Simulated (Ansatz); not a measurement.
**BrF (bromine fluoride) at B3LYP/STO-3G**

What is the electronic atomisation energy of BrF (bromine fluoride) at B3LYP/STO-3G? 

The calculation is run with Ansatz 0.2.0.

44 further runs of the same task are left out: 6 that didn't finish, 38 set aside as unsound or not needed.

## Step 1: The molecule

The species is BrF (2 atoms), meant as a singlet with charge 0. As SMILES, `FBr`. The shape is that of a PBE0-D4/def2-TZVP optimisation.

Bond lengths: F1–Br2 1.754 Å.

## Step 2: The energy at B3LYP/STO-3G

Input file molecule.yaml:

```yaml
crystal:
  periodic: [false, false, false]
  atoms:
    - {symbol: F, position_ang: [-0.000000, -0.000000, 0.023210]}
    - {symbol: Br, position_ang: [0.000000, 0.000000, 1.776730]}
basis:
  gaussian:
    orbitals: STO-3G
hamiltonian:
  xc: {name: B3LYP}
accuracy: high
```

Launch:

```
ansatz run molecule.yaml --threads 1 --pin off --max-ram 3480MiB --events-out events.jsonl --progress --plain --runs-dir runs
```

The log of the run:

```text
Warning: RAYON_NUM_THREADS=1 ignored (pool sized by the plan → 1); use --threads N
Functional definition: B3LYP
  name "B3LYP"
  parameter a0 = 0.2
  parameter ax = 0.72
  parameter ac = 0.81
  exchange = (1 - a0 - ax)*slater_x + ax*b88_x + a0*exact_x
  correlation = (1 - ac)*vwn_rpa_c + ac*lyp_c
296 factors; integrals over basis functions are off by at most 8.4e-9 eV
mean field evaluation 1: about -71955.0500 eV, gradient 5.3e0 eV
mean field evaluation 2: about -71955.1513 eV, gradient 2.3e0 eV
mean field evaluation 4: about -71955.1745 eV, gradient 1.5e-2 eV
mean field evaluation 8: about -71955.1836 eV, gradient 2.4e-4 eV
mean field -71955.18364128 eV, -2644.3042258419 hartree, gradient 2.1e-9 eV, S^2 0.000000; 0 other end points of the search recorded, 0 dependent functions left out
reference -71955.18365760 eV, -2644.3042264414 hartree; 22, 22 occupied and 1, 1 virtual orbitals, 296 factors
Total energy: -71955.18365760 eV, -2644.3042264414 hartree
```

Wall time 0.36 s (1 thread of Intel Xeon 6975P-C (Granite Rapids), shared host).

## Step 3: The Br atom at the same level

Input file run.yaml:

```yaml
crystal:
  periodic: [false, false, false]
  atoms:
    - symbol: Br
      position_ang: [0.000000, 0.000000, 0.000000]
basis:
  gaussian: {orbitals: STO-3G}
total_charge: 0
magnetization: {spin_polarized: true, initial_magnetization: 1}
hamiltonian: {xc: {name: B3LYP}}
accuracy: high
```

Run the same way, it converges to -2545.93468 Eh (log not shown).

## Step 4: The F atom at the same level

Input file molecule.yaml:

```yaml
crystal:
  periodic: [false, false, false]
  atoms:
    - symbol: F
      position_ang: [0.000000, 0.000000, 0.000000]
basis:
  gaussian: {orbitals: STO-3G}
hamiltonian: {xc: {name: B3LYP}}
accuracy: high
magnetization: {spin_polarized: true, initial_magnetization: 1}
```

Run the same way, it converges to -98.26898 Eh (log not shown).

## Step 5: Summary of results

Level: B3LYP/STO-3G.

| quantity | value |
| --- | --- |
| molecule: total energy | -2644.30423 Eh |
| Br atom: total energy | -2545.93468 Eh |
| Br atom: ⟨S²⟩ | 0.750 |
| F atom: total energy | -98.26898 Eh |
| F atom: ⟨S²⟩ | 0.750 |
| electronic atomisation energy | 2.737 eV |

In words: Taking the molecule apart into free atoms costs 2.74 eV (264 kJ/mol), before zero-point energy and without spin-orbit coupling. In a minimal basis such a difference can be off by several eV, whatever the method.
